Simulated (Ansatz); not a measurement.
**MoO+ (octet): the correlation ladder, def2-TZVPP**

One table from this session's results is given with a row withheld; the runs are named, their logs left out.

Computed with Ansatz 0.2.0, Gaussian basis. Level: def2-TZVPP, core rule «outside noble gas», up to 5 orbitals frozen.

The runs, in order: UHF; ROHF; CCSD(T) on UHF.

### What is computed

The geometry is a PBE0/def2-TZVP stationary point (not a proven minimum) of the parent state, kept for this charge and spin. No spin-orbit coupling is included. Elements past krypton take def2 core potentials.

2 atoms, charge 1, spin multiplicity 8.

Atoms are counted from 1 here; the program's logs count them from 0.

Bond lengths: Mo1–O2 1.990 Å.

Set-up of the first run:

The input, in.yaml:

```yaml
crystal:
  periodic: [false, false, false]
  atoms:
    - {symbol: Mo, position_ang: [0.000000, 0.000000, 0.000000]}
    - {symbol: O, position_ang: [0.000000, 0.000000, 1.989800]}
basis:
  gaussian: {orbitals: def2-TZVPP}
total_charge: 1
magnetization: {spin_polarized: true, initial_magnetization: 7}
hamiltonian: {xc: hf}
output: {orbitals: {seedname: orbitals}}
```

Command:

```console
> ansatz run in.yaml --threads 1 --pin off --events-out ev --progress --plain --max-ram 3968MiB --backend cpu
```

Among the steps run: UHF; ROHF; CCSD(T) on UHF.

One table of the session follows, with a row left open; its other results are not shown here.

```
  method  from UCCSD(T) (meV)
    ROHF                    ?
     UHF              +6533.7
    UMP2               +792.2
   UCCSD               +143.8
UCCSD(T)                    0
```

Estimate the missing values for ROHF.

**Answer.** from UCCSD(T) (meV): +6780.8. In the column «from UCCSD(T) (meV)» it is the highest.
